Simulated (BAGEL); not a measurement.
# Si2H5OF (SMILES O[SiH](F)[SiH3]): a chain of runs

Aim: the energy (HF/def2-SVP), then the energy (NEVPT2(2,2)/def2-SVP), then the energy (CASPT2(2,2)/def2-SVP) of Si2H5OF. 

Program for the calculation: BAGEL 1.2.2.

1 further run of the same task is left out (set aside as unsound or not needed).

## 1. The molecule

The species is Si2H5OF (9 atoms), meant as a singlet with charge 0. SMILES: `O[SiH](F)[SiH3]`. The O1–H5 distance was set to 2.205 Å, away from the relaxed value. At this shape a bond of the SMILES string is far longer than usual.

Bond lengths: O1–Si2 1.636 Å, Si2–F3 1.603 Å, Si2–Si4 2.339 Å, Si2–H6 1.488 Å, Si4–H7 1.487 Å, Si4–H8 1.487 Å, Si4–H9 1.486 Å. Some angles: O1–Si2–F3 110.2°, O1–Si2–Si4 106.9°, F3–Si2–Si4 109.3°, O1–Si2–H6 110.6°, F3–Si2–H6 105.0°, Si4–Si2–H6 114.9°, Si2–Si4–H7 109.6°, Si2–Si4–H8 109.5°, Si2–Si4–H9 110.3°, H7–Si4–H8 108.8°.

## 2. A single-point energy at HF/def2-SVP (density fitting with svp-jkfit) (run 1)

File input.json:

```json
{ "bagel": [

{
  "title": "molecule",
  "basis": "svp",
  "df_basis": "svp-jkfit",
  "angstrom": false,
  "geometry": [
    { "atom": "O", "xyz": [  0.87476367, -0.18435601,  1.92889070 ] },
    { "atom": "Si", "xyz": [  0.04517390,  0.66639869, -0.92535164 ] },
    { "atom": "F", "xyz": [ -1.73891653,  3.11246019, -0.80875554 ] },
    { "atom": "Si", "xyz": [  3.76132033,  1.67116607, -3.09740285 ] },
    { "atom": "H", "xyz": [ -1.98515729, -1.90030859,  4.42762831 ] },
    { "atom": "H", "xyz": [ -1.52915693, -1.32688443, -2.13156383 ] },
    { "atom": "H", "xyz": [  3.12580543,  2.59618701, -5.67404442 ] },
    { "atom": "H", "xyz": [  5.36135144, -0.62730782, -3.32832738 ] },
    { "atom": "H", "xyz": [  5.18390615,  3.66388227, -1.72187120 ] }
  ]
},
{ "title": "hf" },
{ "title": "print", "file": "orbitals.molden", "orbitals": true }

]}
```

Launch:

```
$ BAGEL_NUM_THREADS=1 BAGEL input.json > input.out
```

Standard output:

```text
* using 1 threads per process

  ===============================================================
  ===============================================================

  *** Geometry ***

  { "atom" : "O", "xyz" : [      0.874764,     -0.184356,      1.928891 ] },
  { "atom" : "Si", "xyz" : [      0.045174,      0.666399,     -0.925352 ] },
  { "atom" : "F", "xyz" : [     -1.738917,      3.112460,     -0.808756 ] },
  { "atom" : "Si", "xyz" : [      3.761320,      1.671166,     -3.097403 ] },
  { "atom" : "H", "xyz" : [     -1.985157,     -1.900309,      4.427628 ] },
  { "atom" : "H", "xyz" : [     -1.529157,     -1.326884,     -2.131564 ] },
  { "atom" : "H", "xyz" : [      3.125805,      2.596187,     -5.674044 ] },
  { "atom" : "H", "xyz" : [      5.361351,     -0.627308,     -3.328327 ] },
  { "atom" : "H", "xyz" : [      5.183906,      3.663882,     -1.721871 ] },

  Number of auxiliary basis functions:      500

  Since a DF basis is specified, we compute 2- and 3-index integrals:
    o Being stored without compression. Storage requirement is 0.032 GB

  Number of basis functions:       89
  Number of electrons      :       50

    * METHOD: MOLECULE                             0.25

  *** RHF ***

  === Nuclear Repulsion ===
   223.4553091578

      * DIIS with orbital gradients will be used.

  === RHF iteration (svp) ===
      0       -754.18322371          0.02201158           0.09
      1       -754.01410088          0.02876116           0.09
      2       -754.57118016          0.00431916           0.08
      3       -754.58571832          0.00189836           0.08
      4       -754.58876822          0.00051527           0.08
      5       -754.58918094          0.00019252           0.08
      6       -754.58923513          0.00007158           0.09
      7       -754.58924510          0.00002353           0.09
      8       -754.58924584          0.00001396           0.08
      9       -754.58924601          0.00000534           0.08
     10       -754.58924610          0.00000362           0.09
     11       -754.58924615          0.00000198           0.09
     12       -754.58924617          0.00000072           0.09
     13       -754.58924617          0.00000037           0.08
     14       -754.58924617          0.00000024           0.09
     15       -754.58924617          0.00000019           0.08
     16       -754.58924617          0.00000012           0.08
     17       -754.58924617          0.00000005           0.09
     18       -754.58924617          0.00000003           0.09
     19       -754.58924617          0.00000002           0.09
     20       -754.58924617          0.00000001           0.08
    * SCF iteration converged.

    * Permanent dipole moment:
           (    0.332509,     0.749746,    -0.205298) a.u.

    * METHOD: HF                                   1.99

    * METHOD: PRINT                                0.02

  ===============================================================
```

Wall time 2.4 s (1 thread of Arm Neoverse V1, shared host); peak memory 0.15 GiB.

## 3. A single-point energy at NEVPT2(2,2)/def2-SVP (density fitting with svp-jkfit) (run 2)

File input.json:

```json
{ "bagel" : [

{
  "title" : "molecule",
  "basis" : "svp",
  "df_basis" : "svp-jkfit",
  "angstrom" : "false",
  "geometry" : [
    { "atom" : "O", "xyz" : [     0.87476367,    -0.18435601,     1.92889070 ] },
    { "atom" : "Si", "xyz" : [     0.04517390,     0.66639869,    -0.92535164 ] },
    { "atom" : "F", "xyz" : [    -1.73891653,     3.11246019,    -0.80875554 ] },
    { "atom" : "Si", "xyz" : [     3.76132033,     1.67116607,    -3.09740285 ] },
    { "atom" : "H", "xyz" : [    -1.98515729,    -1.90030859,     4.42762831 ] },
    { "atom" : "H", "xyz" : [    -1.52915693,    -1.32688443,    -2.13156383 ] },
    { "atom" : "H", "xyz" : [     3.12580543,     2.59618701,    -5.67404442 ] },
    { "atom" : "H", "xyz" : [     5.36135144,    -0.62730782,    -3.32832738 ] },
    { "atom" : "H", "xyz" : [     5.18390615,     3.66388227,    -1.72187120 ] }
  ]
},

{
  "title" : "hf",
  "charge" : 0
},

{
  "title" : "nevpt2",
  "nstate" : 1,
  "nact" : 2,
  "nclosed" : 24,
  "charge" : 0,
  "active" : [25, 26],
  "maxiter" : 200,
  "natocc" : "true",
  "ncore" : 12
},

{
  "title" : "print",
  "file" : "orbitals.molden",
  "orbitals" : "true"
}

]}
```

Launch:

```
$ BAGEL_NUM_THREADS=1 BAGEL input.json > input.out
```

Standard output:

```text
* using 1 threads per process

  ===============================================================
  ===============================================================

  *** Geometry ***

  { "atom" : "O", "xyz" : [      0.874764,     -0.184356,      1.928891 ] },
  { "atom" : "Si", "xyz" : [      0.045174,      0.666399,     -0.925352 ] },
  { "atom" : "F", "xyz" : [     -1.738917,      3.112460,     -0.808756 ] },
[... 5 lines of this table left out ...]
  { "atom" : "H", "xyz" : [      5.183906,      3.663882,     -1.721871 ] },

  Number of auxiliary basis functions:      500

  Since a DF basis is specified, we compute 2- and 3-index integrals:
    o Being stored without compression. Storage requirement is 0.032 GB

[... 18 lines left out ...]
    * SCF iteration converged.
[... 1 line left out ...]
    * Permanent dipole moment:
[... 28 lines left out ...]
    * Second-order optimization converged. *

     guess   0:   closed 1.                   open ..

  === FCI iteration ===

      0  0      -754.56674651     1.16e-01      0.00
      1  0      -754.69042612     4.36e-02      0.00
      2  0 *    -754.71000736     4.57e-16      0.00

     * ci vector, state   0, <S^2> = 0.0000
       2.     0.8447488098
       .2    -0.5351630111

  === DF-NEVPT2 calculation ===

    * 3-index integral transformation done
    * assembly done

      NEVPT2 correlation energy:   -0.5247236790      0.20

          (+0)     -0.4608641504
          (+0)'    -0.0126981499
          (+1)     -0.0119673321
          (+1)'    -0.0000000000
          (+2)     -0.0001723005
          (-1)     -0.0384915229
          (-1)'     0.0000000000
          (-2)     -0.0005302231

      NEVPT2 total energy:       -755.2347310389

    * METHOD: NEVPT2                               6.64

    * METHOD: PRINT                                0.02

  ===============================================================
```

Run time: 9.3 s. Hardware: 1 thread of Arm Neoverse V1, shared host; peak memory 0.15 GiB.

## 4. A single-point energy at CASPT2(2,2)/def2-SVP (density fitting with svp-jkfit) (run 3)

File caspt2.json:

```json
{ "bagel": [

{
  "title": "molecule",
  "basis": "svp",
  "df_basis": "svp-jkfit",
  "angstrom": "false",
  "geometry": [
    { "atom": "O", "xyz": [  0.87476367, -0.18435601,  1.92889070 ] },
    { "atom": "Si", "xyz": [  0.04517390,  0.66639869, -0.92535164 ] },
    { "atom": "F", "xyz": [ -1.73891653,  3.11246019, -0.80875554 ] },
    { "atom": "Si", "xyz": [  3.76132033,  1.67116607, -3.09740285 ] },
    { "atom": "H", "xyz": [ -1.98515729, -1.90030859,  4.42762831 ] },
    { "atom": "H", "xyz": [ -1.52915693, -1.32688443, -2.13156383 ] },
    { "atom": "H", "xyz": [  3.12580543,  2.59618701, -5.67404442 ] },
    { "atom": "H", "xyz": [  5.36135144, -0.62730782, -3.32832738 ] },
    { "atom": "H", "xyz": [  5.18390615,  3.66388227, -1.72187120 ] }
  ]
},
{ "title": "hf" },
{ "title": "casscf", "nstate": 1, "nact": 2, "nclosed": 24, "active": [25, 26], "maxiter": 200, "natocc": "true" },
{ "title": "print", "file": "orbitals.molden", "orbitals": "true" },
{ "title": "smith", "method": "caspt2", "ms": "true", "xms": "true", "sssr": "true", "shift": 0.2, "shift_imag": "true", "ncore": 12 }

]}
```

Launch:

```
$ BAGEL_NUM_THREADS=1 BAGEL caspt2.json > caspt2.out
```

Standard output:

```text
* using 1 threads per process

  ===============================================================
  ===============================================================

  *** Geometry ***

  { "atom" : "O", "xyz" : [      0.874764,     -0.184356,      1.928891 ] },
  { "atom" : "Si", "xyz" : [      0.045174,      0.666399,     -0.925352 ] },
  { "atom" : "F", "xyz" : [     -1.738917,      3.112460,     -0.808756 ] },
[... 5 lines of this table left out ...]
  { "atom" : "H", "xyz" : [      5.183906,      3.663882,     -1.721871 ] },

  Number of auxiliary basis functions:      500

  Since a DF basis is specified, we compute 2- and 3-index integrals:
    o Being stored without compression. Storage requirement is 0.032 GB

[... 18 lines left out ...]
    * SCF iteration converged.
[... 1 line left out ...]
    * Permanent dipole moment:
[... 27 lines left out ...]
    * Second-order optimization converged. *
[... 9 lines left out ...]
     * ci vector, state   0, <S^2> = 0.0000
[... 16 lines left out ...]
    * Zeroth order energy : state  0       -0.5353464371
[... 4 lines left out ...]
       #      aibj      arbs      arbi      airj      risj      airs      arst      rist         Etot      error   time
[... 2 lines left out ...]
       0  -0.45890  -0.00067  -0.04179  -0.01330  -0.00025  -0.01319  -0.00000  -0.00000   -0.5281126  0.0006220   0.10
       1  -0.45895  -0.00067  -0.04187  -0.01332  -0.00026  -0.01328  -0.00000  -0.00000   -0.5283561  0.0000801   0.09
       2  -0.45895  -0.00067  -0.04187  -0.01332  -0.00026  -0.01328  -0.00000  -0.00000   -0.5283613  0.0000161   0.09
       3  -0.45895  -0.00067  -0.04187  -0.01332  -0.00026  -0.01329  -0.00000  -0.00000   -0.5283616  0.0000031   0.09
       4  -0.45895  -0.00067  -0.04187  -0.01332  -0.00026  -0.01329   0.00000  -0.00000   -0.5283616  0.0000004   0.10

      ------------------------------------------------------------------------------------------------------------------

    * CASPT2 energy : state  0     -755.2409416647
        w/o shift correction       -755.2383689941
        reference weight              0.8615231118

    * METHOD: SMITH                                0.77

  ===============================================================
```

Wall time 9.6 s (1 thread of Arm Neoverse V1, shared host); peak memory 0.2 GiB.

## 5. Summary of results

| quantity | value |
| --- | --- |
| run 1, HF/def2-SVP: total energy | -754.58925 Eh |
| run 1, HF/def2-SVP: dipole moment | 2.15 D |
| run 1, HF/def2-SVP: HOMO energy | -10.27 eV |
| run 1, HF/def2-SVP: LUMO energy | -2.52 eV |
| run 1, HF/def2-SVP: HOMO–LUMO gap | 7.75 eV |
| run 2, NEVPT2(2,2)/def2-SVP: total energy | -755.23473 Eh |
| run 3, CASPT2(2,2)/def2-SVP: total energy | -755.24094 Eh |

One bond (run 1, HF/def2-SVP) is far stretched, which a spin-restricted single reference describes badly; a broken-symmetry solution may lie lower.
